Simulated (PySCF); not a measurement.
**C3H5NOSeSi: runs on many settings**

Aim: see how C3H5NOSeSi (`[SiH3]Oc1cn[se]c1`) answers to the choice of functional, basis, grid and SCF options.

Programs: PySCF 2.14.0, with density-fitted response routines of our own. Each step states its level of theory. These are calculated values for one molecule, in the gas phase or a continuum, unless marked as measured. Atoms count from 0, in the outputs and in this text.

## (1) The molecule as given

12 atoms, charge 0, multiplicity 1; geometry from: GFN2-xTB.

Bonds of the start (Å): Si0–O1 1.63, O1–C2 1.34, C2–C3 1.42, C3–N4 1.30, N4–Se5 1.78, Se5–C6 1.84, C6–C2 1.37, Si0–H7 1.45, Si0–H8 1.46, Si0–H9 1.46, C3–H10 1.08, C6–H11 1.07.

## (2) NMR shieldings: HF/pcSseg-1 in acetonitrile

Job settings and geometry (Å):

```
{"job": {"kind": "nmr", "xc": "HF", "basis": "pcSseg-1", "solvent": "acetonitrile", "pop": true}, "charge": 0, "multiplicity": 1}
Si    -2.107609    -0.521034    -0.034161
O     -0.761565     0.171422    -0.642815
C      0.496195     0.237907    -0.196033
C      1.512437     0.916318    -0.926793
N      2.713106     0.940688    -0.432709
Se     2.779605     0.071103     1.116033
C      0.984066    -0.301994     0.964876
H     -3.033017    -0.153485    -1.090317
H     -2.425557     0.056299     1.273116
H     -1.910368    -1.963866     0.117164
H      1.324902     1.406871    -1.868259
H      0.429004    -0.860915     1.693872
```

Level: GIAO HF/pcSseg-1 NMR shielding, non-relativistic, IEF-PCM acetonitrile.

Command:

```sh
$ OMP_NUM_THREADS=1 python probes_run.py task.json out
```

The driver reads the jobs from task.json and runs them one after another.

Standard output:

```text
final grid: 107688 points
cycle   1  E = -2934.1309906554  dE =  7.783e-01  |g| = 7.213e-01  |ddm| = 3.577e+00
cycle   2  E = -2934.2244464963  dE = -9.346e-02  |g| = 3.650e-01  |ddm| = 7.271e-01
cycle   3  E = -2934.2480468480  dE = -2.360e-02  |g| = 8.761e-02  |ddm| = 3.000e-01
cycle   4  E = -2934.2506352404  dE = -2.588e-03  |g| = 2.779e-02  |ddm| = 1.335e-01
cycle   5  E = -2934.2509539594  dE = -3.187e-04  |g| = 9.309e-03  |ddm| = 4.525e-02
cycle   6  E = -2934.2510371977  dE = -8.324e-05  |g| = 4.777e-03  |ddm| = 2.322e-02
cycle   7  E = -2934.2510630821  dE = -2.588e-05  |g| = 2.240e-03  |ddm| = 1.349e-02
cycle   8  E = -2934.2510697556  dE = -6.673e-06  |g| = 8.017e-04  |ddm| = 8.221e-03
cycle   9  E = -2934.2510705090  dE = -7.534e-07  |g| = 2.983e-04  |ddm| = 2.952e-03
cycle  10  E = -2934.2510706092  dE = -1.002e-07  |g| = 1.222e-04  |ddm| = 1.040e-03
cycle  11  E = -2934.2510706257  dE = -1.652e-08  |g| = 7.037e-05  |ddm| = 3.252e-04
cycle  12  E = -2934.2510706307  dE = -5.002e-09  |g| = 2.357e-05  |ddm| = 2.142e-04
cycle  13  E = -2934.2510706314  dE = -6.580e-10  |g| = 8.307e-06  |ddm| = 8.351e-05
converged SCF energy = -2934.2510706314

GIAO shielding tensors (ppm)
atom      isotropic    diamagn.    paramagn.     s11        s22        s33       span
  0 Si     429.992     876.152    -446.160    403.771    404.374    481.832     78.061
  1 O      290.664     400.189    -109.525    200.733    299.524    371.734    171.002
  2 C       39.608     245.177    -205.569    -50.217     63.678    105.363    155.580
  3 C       22.690     247.319    -224.629    -78.012     18.453    127.628    205.640
  4 N     -104.490     330.961    -435.451   -386.891   -193.167    266.587    653.478
  5 Se    1037.645    2995.362   -1957.717    283.998   1239.571   1589.367   1305.368
  6 C       49.461     255.513    -206.051    -37.242     22.409    163.217    200.459
  7 H       27.608      29.608      -2.000     23.366     26.150     33.309      9.942
  8 H       27.454      29.753      -2.299     24.367     25.857     32.137      7.770
  9 H       27.453      29.750      -2.297     24.367     25.856     32.137      7.770
 10 H       23.202      27.982      -4.780     19.187     23.727     26.691      7.504
 11 H       23.677      31.008      -7.332     20.610     22.883     27.538      6.928
```

Run time: 18 s. Hardware: 1 thread of Arm Neoverse V1, shared host; peak memory 0.83 GiB.

Shifts follow as δ = σ(reference) − σ, with reference shieldings (ppm) from runs at the same level and on the same kind of geometry: 1H TMS 32.13, 13C TMS 194.3, 29Si TMS 393.1. The references are single molecules in the same continuum. Atoms listed in one row are averaged.

| atoms | environment | σ (ppm) | δ (ppm) |
| --- | --- | --- | --- |
| C3 | aromatic CH next to a ring nitrogen | 22.7 | 171.6 |
| C2 | aromatic carbon bearing oxygen | 39.6 | 154.6 |
| C6 | aromatic CH next to the ring selenium | 49.5 | 144.8 |
| H10 | hydrogen on an aromatic CH next to a ring nitrogen | 23.20 | 8.93 |
| H11 | hydrogen on an aromatic CH next to the ring selenium | 23.68 | 8.46 |
| H7, H8, H9 | hydrogen on a silicon bonded to O | 27.51 | 4.63 |
| Si0 | silicon bonded to O, 3 H | 430.0 | -36.9 |
| O1 | oxygen bonded to C, Si | 290.7 | – |
| N4 | pyridine-type nitrogen of an azole | -104.5 | – |
| Se5 | selenium bonded to C, N, in a 5-membered ring | 1038 | – |

Charges from the same density, by scheme (e):

| atoms | Mulliken | IAO | Hirshfeld | ESP fit |
| --- | --- | --- | --- | --- |
| Si0 | 1.02 | 1.07 | 0.47 | 0.84 |
| O1 | -0.78 | -0.67 | -0.27 | -0.56 |
| C2 | 0.26 | 0.19 | 0.05 | 0.41 |
| C3 | 0.25 | 0.01 | 0.02 | 0.16 |
| N4 | -0.67 | -0.55 | -0.29 | -0.56 |
| Se5 | 0.40 | 0.55 | 0.20 | 0.26 |
| C6 | -0.29 | -0.40 | -0.11 | -0.53 |

Mayer bond orders: Si0–O1 0.79, O1–C2 0.85, C2–C3 1.18, C3–N4 1.63, N4–Se5 1.08, Se5–C6 1.12, C6–C2 1.63.

Ring of atoms C2, C3, N4, Se5, C6: NICS(0) -13.1, NICS(1) -10.9, NICS(1)zz -24.3 ppm (means of both faces).

## (3) Shielding tensors: PBE0/pcSseg-1

Settings changed since step 2:

```diff
@@ -1,2 +1,2 @@
-{"job": {"kind": "nmr", "xc": "HF", "basis": "pcSseg-1", "solvent": "acetonitrile", "pop": true}, "charge": 0, "multiplicity": 1}
+{"job": {"kind": "nmr", "xc": "PBE0", "basis": "pcSseg-1", "pop": false, "scf": {"damp": 0.1}}, "charge": 0, "multiplicity": 1}
 Si    -2.107609    -0.521034    -0.034161
```

Level: GIAO PBE0/pcSseg-1 NMR shielding, non-relativistic, gas phase.

Standard output:

```text
damping 0.10 in the first 6 cycles
final grid: 107688 points
cycle   1  E = -2937.2630315015  dE =  2.930e-01  |g| = 9.417e-01  |ddm| = 3.675e+00
cycle   2  E = -2937.1868599368  dE =  7.617e-02  |g| = 9.751e-01  |ddm| = 1.339e+00
cycle   3  E = -2936.9916532619  dE =  1.952e-01  |g| = 1.383e+00  |ddm| = 1.824e+00
cycle   4  E = -2936.1458743578  dE =  8.458e-01  |g| = 2.311e+00  |ddm| = 3.396e+00
cycle   5  E = -2933.6037958564  dE =  2.542e+00  |g| = 3.980e+00  |ddm| = 5.089e+00
cycle   6  E = -2889.8641134920  dE =  4.374e+01  |g| = 1.064e+01  |ddm| = 3.300e+01
cycle   7  E = -2709.9590195605  dE =  1.799e+02  |g| = 2.458e+01  |ddm| = 4.046e+01
cycle   8  E = -2902.8101572666  dE = -1.929e+02  |g| = 9.321e+00  |ddm| = 2.904e+01
cycle   9  E = -2926.2565469503  dE = -2.345e+01  |g| = 4.655e+00  |ddm| = 2.143e+01
cycle  10  E = -2894.9257000711  dE =  3.133e+01  |g| = 9.192e+00  |ddm| = 2.549e+01
cycle  11  E = -2926.5462028558  dE = -3.162e+01  |g| = 4.363e+00  |ddm| = 1.538e+01
cycle  12  E = -2936.7395683305  dE = -1.019e+01  |g| = 1.466e+00  |ddm| = 9.253e+00
cycle  13  E = -2937.1810139601  dE = -4.414e-01  |g| = 8.874e-01  |ddm| = 2.260e+00
cycle  14  E = -2937.3483721830  dE = -1.674e-01  |g| = 1.424e-01  |ddm| = 8.469e-01
cycle  15  E = -2937.3508232729  dE = -2.451e-03  |g| = 9.598e-02  |ddm| = 1.965e-01
cycle  16  E = -2937.3531446998  dE = -2.321e-03  |g| = 3.118e-02  |ddm| = 1.170e-01
cycle  17  E = -2937.3533546702  dE = -2.100e-04  |g| = 1.598e-02  |ddm| = 3.471e-02
cycle  18  E = -2937.3534101210  dE = -5.545e-05  |g| = 4.560e-03  |ddm| = 1.587e-02
cycle  19  E = -2937.3534145373  dE = -4.416e-06  |g| = 1.039e-03  |ddm| = 4.793e-03
cycle  20  E = -2937.3534147236  dE = -1.863e-07  |g| = 4.154e-04  |ddm| = 1.098e-03
cycle  21  E = -2937.3534147624  dE = -3.882e-08  |g| = 1.001e-04  |ddm| = 3.905e-04
cycle  22  E = -2937.3534147642  dE = -1.774e-09  |g| = 3.133e-05  |ddm| = 1.192e-04
cycle  23  E = -2937.3534147643  dE = -1.723e-10  |g| = 1.470e-05  |ddm| = 3.822e-05
converged SCF energy = -2937.3534147643

GIAO shielding tensors (ppm)
atom      isotropic    diamagn.    paramagn.     s11        s22        s33       span
  0 Si     388.137     880.105    -491.967    348.871    352.812    462.729    113.859
  1 O      262.074     397.471    -135.396    150.778    275.482    359.964    209.186
  2 C       29.865     247.184    -217.320    -36.186     44.296     81.484    117.669
  3 C       27.071     249.118    -222.047    -53.256     21.002    113.466    166.722
  4 N     -105.610     328.006    -433.616   -380.311   -175.654    239.136    619.447
  5 Se     849.461    2997.045   -2147.584    226.309   1030.005   1292.068   1065.760
  6 C       52.244     257.568    -205.324    -31.274     37.478    150.529    181.802
  7 H       26.640      29.185      -2.545     22.512     25.358     32.051      9.539
  8 H       26.526      29.657      -3.131     23.568     24.868     31.142      7.574
  9 H       26.526      29.654      -3.128     23.568     24.867     31.142      7.574
 10 H       23.141      28.660      -5.519     19.785     24.310     25.328      5.544
 11 H       24.056      32.371      -8.315     21.708     22.407     28.053      6.345
```

Wall time 38 s (1 thread of Arm Neoverse V1, shared host); peak memory 0.86 GiB.

Key values: δ C3 159.9, C2 157.1, C6 134.7, Si0 -39.0, H10 8.58, H11 7.66 ppm.

[end of part 1 of 2]
